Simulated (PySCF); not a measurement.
**IrF₃: structure of the quintet**

Aim: relax IrF₃ as a quintet from a PBE0 minimum start, check by its vibrations whether the end is a minimum, and collect its spectrum and constants.

Computed with PySCF 2.14.0. Level: PBE0, basis Ir def2-SVP with ECP60, F def2-SVP, scalar-relativistic core potentials, no spin–orbit coupling, density fitting.

## Step 1: The starting structure

4 atoms, charge 0, spin multiplicity 5.

Bond lengths: Ir1–F2 1.859 Å, Ir1–F3 1.949 Å, Ir1–F4 1.859 Å. Angles: F2–Ir1–F3 98.5°, F2–Ir1–F4 163.0°, F3–Ir1–F4 98.5°.

```xyz
4
charge 0 multiplicity 5
Ir    0.0540   -0.0918    0.0000
F     1.7790    0.6023    0.0000
F    -0.9334    1.5880    0.0000
F    -1.3917   -1.2612    0.0000
```

## Step 2: First SCF at the start

The steps below are one call of a driver around PySCF. For each, scf.py gives the equivalent set-up of the SCF; relaxations use the driver's own optimiser. After this first run the driver tries any further starts and a stability analysis.

Contents of scf.py:

```python
from pyscf import gto, scf, dft
mol = gto.M(atom='''
Ir     0.053963    -0.091814     0.000000
F      1.778962     0.602322     0.000001
F     -0.933359     1.588050    -0.000000
F     -1.391710    -1.261207    -0.000001''',
    basis={'Ir': 'def2-SVP', 'F': 'def2-SVP'},
    ecp={'Ir': 'def2-SVP'},
    charge=0, spin=4)
mf = dft.UKS(mol, xc='PBE0')
mf.grids.atom_grid = (50, 194)
aux = {'Ir': 'def2-universal-JKFIT', 'F': 'def2-universal-JKFIT'}
mf = mf.density_fit(auxbasis=aux)
mf.conv_tol = 1e-08
mf.diis_space = 10
mf.max_cycle = 60
mf.init_guess = 'minao'
mf.verbose = 4
mf.kernel()
```

Launch:

```console
$ OMP_NUM_THREADS=2 python axn.py task.json out
```

After this run come: Relaxation: PBE0 minimum start, quintet; Hessian and properties.

Q: Predict the outcome of this session. Wanted: minimum; geometry; wavenumbers; dipole moment; highest occupied, lowest empty level; polar-tensor charge of Ir1; zero-point energy; atomisation energy; ⟨S²⟩.

**Answer**, as computed:

| quantity | value |
| --- | --- |
| minimum | quintet, C2v |
| geometry | Ir–F 1.859 Å (×2), Ir–F 1.948 Å; F–Ir–F 98.5° (×2), F–Ir–F 163.0° |
| wavenumbers (cm⁻¹) | 113 (b2), 146 (a1), 157 (b1), 582 (a1), 672 (a1), 717 (b2) |
| dipole moment | 1.71 D |
| highest occupied, lowest empty level (either spin) | -8.18, -5.51 eV |
| polar-tensor charge of Ir1 | +1.51 e |
| zero-point energy | 14.3 kJ/mol |
| entropy at 298.15 K | 334.2 J/(mol K) |
| atomisation energy (no zero-point energy) | 1078 kJ/mol |
| ⟨S²⟩ | 6.010 |

In words: The PBE0 minimum start keeps its C2v symmetry and ends in a minimum. In the infrared the band at 717 cm⁻¹ (b2, stretch) leads. Most of the spin sits on Ir1 (Mulliken spin 3.07, against 4 for the whole molecule). The first SCF alone would have been 51 kJ/mol too high. Only this shape and spin were tried, so other structures or states may lie lower. Open d and f shells are described by one determinant, and the ground state may have another occupation or spin. With an element this heavy the missing spin–orbit coupling can shift these numbers.
